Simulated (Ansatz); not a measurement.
# Zn: the cost of one run

Method: DFT LDA, scalar-relativistic, plane waves, PAW, in Ansatz 0.2.0.

**1. The structure to begin with**

Symmetry: P6_3/mmc, No. 194, hexagonal system. The conventional cell has a = 2.665 Å, b = 2.665 Å, c = 4.947 Å, α = 90.00°, β = 90.00°, γ = 120.00°. Zn (site symmetry -6m2) is surrounded by 12 Zn at 2.66 to 2.91 Å.

Coordinates:

```cif
data_structure
_symmetry_space_group_name_H-M 'P 1'
_symmetry_Int_Tables_number 1
_cell_length_a 2.6648
_cell_length_b 2.6648
_cell_length_c 4.9467
_cell_angle_alpha 90.000
_cell_angle_beta 90.000
_cell_angle_gamma 120.000
_cell_volume 30.42
loop_
_atom_site_label
_atom_site_type_symbol
_atom_site_fract_x
_atom_site_fract_y
_atom_site_fract_z
_atom_site_occupancy
Zn1 Zn 0.33333 0.66667 0.25000 1
Zn2 Zn 0.66667 0.33333 0.75000 1
```

Source of the structure: the Crystallography Open Database.

**2. A first look at the start**

input.yaml

```yaml
crystal:
  lattice:
    - [2.6647980532, 0.0, 0.0]
    - [-1.3323990266, 2.30778281, 0.0]
    - [0.0, 0.0, 4.9467]
  atoms:
    - { symbol: Zn, position: [0.3333333333, 0.6666666667, 0.25] }
    - { symbol: Zn, position: [0.6666666667, 0.3333333333, 0.75] }
basis:
  ecutwfc: 420
kpoints:
  mp_grid: { grid: [9, 9, 4] }
hamiltonian:
  xc: lda
scf:
  occupations: { method: gaussian, width: 0.1 }
output:
  forces: true
  stress: true
  eigenvalues: true
```

Launch:

```sh
ansatz run input.yaml --threads 1 --pin off --max-ram 1228MiB --backend cpu --events-out ev --progress --plain --runs-dir out
```

What time and memory should one allow on 1 thread of an Arm CPU, shared host?

About 1.8 s, with a peak of 0.27 GiB.
